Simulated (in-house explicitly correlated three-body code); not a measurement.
# Two electrons around a charge of +1.06: exact states and exact Kohn–Sham parts

Aim: the lowest states of two electrons around a charge of +1.06 to near-exact accuracy, with their sizes and correlation, then the exact Kohn–Sham parts of the ground state and the errors of common functionals.

Program: in-house explicitly correlated three-body code version 1. Level of theory: two electrons, non-relativistic, variational in exponentially correlated functions. These are calculated values, not measurements, unless marked.

## Step 1: The system

| Property | Result |
| --- | --- |
| charge of the centre | +1.06 |
| mass of the centre | infinite |
| interactions | Coulomb |
| basis | 260 functions exp(−a r1 − b r2 − g r12) a state, exponent ranges optimised |
| units | hartree and bohr; relativity and QED are left out |

## Step 2: Input and results

Settings:

```ini
Z = 1.06
interaction_strength = 1.0
functions = 260
states_tried = 13
```

The run is started by

```bash
python run_hyl.py task.json out
```

Results of the run (chosen fields of its result record, rounded):

```text
{
  "status": "converged",
  "states [hartree, bohr]": [
    {"name": "1 1S", "E": -0.6135103403643, "change": 7.4e-10, "T": 0.61351034104, "inv_r": 0.7457479322, "inv_r12": 0.353964935, "r": 2.37606436, "r2": 8.73744816, "r12": 3.82668956, "r12_2": 18.6053079, "cos": -0.1044871, "p1p2": 0.040692083, "d1": 0.2021709, "d12": 0.0041453},
    {"name": "3 3P", "E": -0.5620003335901, "change": 2e-07, "T": 0.5620007117, "inv_r": 0.5333466209, "inv_r12": 0.00669379111, "r": 104.598451, "r2": 24876.1369, "r12": 207.788144, "r12_2": 49752.3469, "cos": -0.0001552825, "p1p2": -5.2803612e-07, "d1": 0.1895502, "d12": 0.0}
  ],
  "threshold [hartree]": -0.5618,
  "transitions": [],
  "kohn_sham [hartree]": {"Ts": 0.584600751, "hartree": 0.847775549, "Ex": -0.423887774, "Tc": 0.0289095904, "Uc": -0.0699228393, "Ec": -0.0410132489, "norm": 2.0},
  "hartree_fock [hartree]": [-0.5738336965, -0.0699491725]
}
```

«change» is the move of the energy from 170 to 260 functions; states that moved too far are left out. d1 and d12 are the expectation values of δ(r1) and δ(r12).

Wall time 45 s (1 thread of Arm Neoverse V1, shared host).

## Step 3: Levels

Binding counts from the one-electron threshold at -0.561800 hartree:

| state | binding (eV) | excitation (eV) | quantum defect | ⟨r⟩ | ⟨r12⟩ (bohr) | ⟨cos θ12⟩ |
| --- | --- | --- | --- | --- | --- | --- |
| 1 ¹S | 1.40711 | 0 | 0.813 | 2.376 | 3.827 | -0.1045 |
| 3 ³P | 0.00545135 | 1.40166 | 0.002 | 104.6 | 207.8 | -0.0002 |

## Step 4: Kohn–Sham potentials from the exact density

With two electrons in one orbital the density fixes the Kohn–Sham potential directly; exchange is minus half the Hartree term. On a radial grid:

| r (bohr) | 4πr²n | v_x | v_c | pair density 4πr12²h | Coulomb hole |
| --- | --- | --- | --- | --- | --- |
| 0.19 | 0.1231 | -0.7332 | -0.067 | 0.002204 | -0.00532 |
| 0.272 | 0.2130 | -0.7220 | -0.059 | 0.004751 | -0.0103 |
| 0.389 | 0.3432 | -0.7024 | -0.045 | 0.01028 | -0.0194 |
| 0.558 | 0.5039 | -0.6695 | -0.025 | 0.02227 | -0.0341 |
| 0.798 | 0.6480 | -0.6193 | 0.002 | 0.04671 | -0.0531 |
| 1.14 | 0.7057 | -0.5499 | 0.030 | 0.09168 | -0.0671 |
| 1.64 | 0.6270 | -0.4623 | 0.049 | 0.1605 | -0.0556 |
| 2.34 | 0.4485 | -0.3696 | 0.044 | 0.2243 | -0.00989 |
| 3.36 | 0.2530 | -0.2796 | 0.023 | 0.2255 | 0.0340 |
| 4.81 | 0.1095 | -0.2037 | 0.006 | 0.1404 | 0.0287 |
| 6.88 | 0.03238 | -0.1447 | 0.000 | 0.04686 | 0.00443 |
| 9.86 | 0.005375 | -0.1014 | 0.000 | 0.007433 | -0.00141 |

The last two columns are read against r12, and the hole is the exact less the Kohn–Sham pair density.

## Step 5: Errors of approximate functionals

Errors in millihartree. The functional-driven error is that on the exact density; the rest comes from the functional's own density. Hybrids were run self-consistently alone, so they have no split; a dash in a self-consistent column means that the top level came out unbound:

| functional | exchange | correlation | functional-driven | density-driven | total, self-consistent | top level + binding (eV) |
| --- | --- | --- | --- | --- | --- | --- |
| LDA VWN5 | +51.9 | -34.8 | +17.1 | – | – | – |
| LDA PW92 | +51.9 | -34.8 | +17.1 | – | – | – |
| PBE | -7.3 | +8.8 | +1.4 | – | – | – |
| PBEsol | +13.9 | +0.9 | +14.8 | – | – | – |
| BLYP | -11.6 | +9.3 | -2.3 | – | – | – |
| RPBE | -15.4 | +8.8 | -6.7 | – | – | – |
| PW91 | -8.6 | +7.1 | -1.5 | – | – | – |
| BP86 | -11.6 | +1.4 | -10.2 | – | – | – |
| OLYP | -10.9 | +9.3 | -1.6 | – | – | – |
| AM05 | +37.4 | -24.6 | +12.7 | – | – | – |
| TPSS | -9.8 | +7.2 | -2.7 | – | – | – |
| revTPSS | -8.8 | +3.4 | -5.4 | – | – | – |
| SCAN | -9.6 | +10.0 | +0.4 | – | – | – |
| r2SCAN | -9.6 | +10.0 | +0.4 | – | – | – |
| M06-L | -8.6 | +10.0 | +1.4 | – | – | – |
| ωB97X | – | – | – | – | -2.3 | -0.41 |

## Step 6: Outcome

| quantity | value |
| --- | --- |
| ground-state energy | -0.61351034 hartree |
| binding of the second electron | 1.4071 eV |
| ⟨r12⟩, ⟨cos θ12⟩ | 3.827 bohr, -0.1045 |
| Ts, Ex, Ec (Kohn–Sham) | 0.58460, -0.42389, -0.04101 hartree |
| exact less Hartree–Fock | -0.03968 hartree |

**Reading.** The second electron is bound by 1.407 eV, and the mean cosine of -0.104 shows the electrons leaning only slightly to opposite sides. The virial ratio −T/E is 1.0000000, where an exact Coulomb state gives 1. On the exact density SCAN errs least (+0.4 millihartree) and LDA PW92 most (+17.1). 15 of the 15 semilocal functionals leave the top level unbound when run self-consistently, since their potentials decay too fast.
